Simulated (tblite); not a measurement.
# C5H7BO2: the cost of one run

The runs use tblite 0.8.0 and PySCF 2.14.0, with density-fitted response routines of our own; the level of theory stands in each step. All values are computed, except where a source is named. Atoms count from 0, in the outputs and in this text.

## (1) Starting geometry

15 atoms, charge 0, multiplicity 1; geometry from: force field or distance geometry start.

Bonds of the start (Å): C0–C1 1.20, C1–C2 1.47, C2–C3 1.47, C2–C4 1.32, C4–B5 1.55, B5–O6 1.47, B5–O7 1.49, C0–H8 1.06, C3–H9 1.12, C3–H10 1.10, C3–H11 1.12, C4–H12 1.09, O6–H13 1.01, O7–H14 1.01.

## (2) Optimising the geometry with GFN2-xTB

The job: settings as JSON, then the geometry in Å.

```
{"job": {"kind": "relax", "xc": "GFN2-xTB", "basis": "xTB"}, "charge": 0, "multiplicity": 1}
C     -3.218200     0.874300    -0.004100
C     -2.110900     0.424500    -0.110100
C     -0.750000    -0.116100    -0.201100
C     -0.516500    -1.558200    -0.389500
C      0.215500     0.774600    -0.124200
B      1.710400     0.365800    -0.228800
O      2.289100    -0.405800    -1.342500
O      2.683300     1.275300     0.444300
H     -4.202700     1.264600     0.094600
H     -1.182300    -1.966400    -1.197100
H      0.523900    -1.795000    -0.670100
H     -0.726600    -2.158000     0.528000
H      0.008900     1.835300     0.007800
H      3.076300    -0.937400    -1.001100
H      2.195400     2.130600     0.666300
```

On the command line:

```bash
> OMP_NUM_THREADS=1 python probes_run.py task.json out
```

One launch serves the whole session: the jobs run in the order shown.

**Question.** How long does this first job take on 1 thread of Intel Xeon at 2.50GHz, shared host, and how much memory does it need?

About 1.5 s, with a peak of 0.18 GiB.
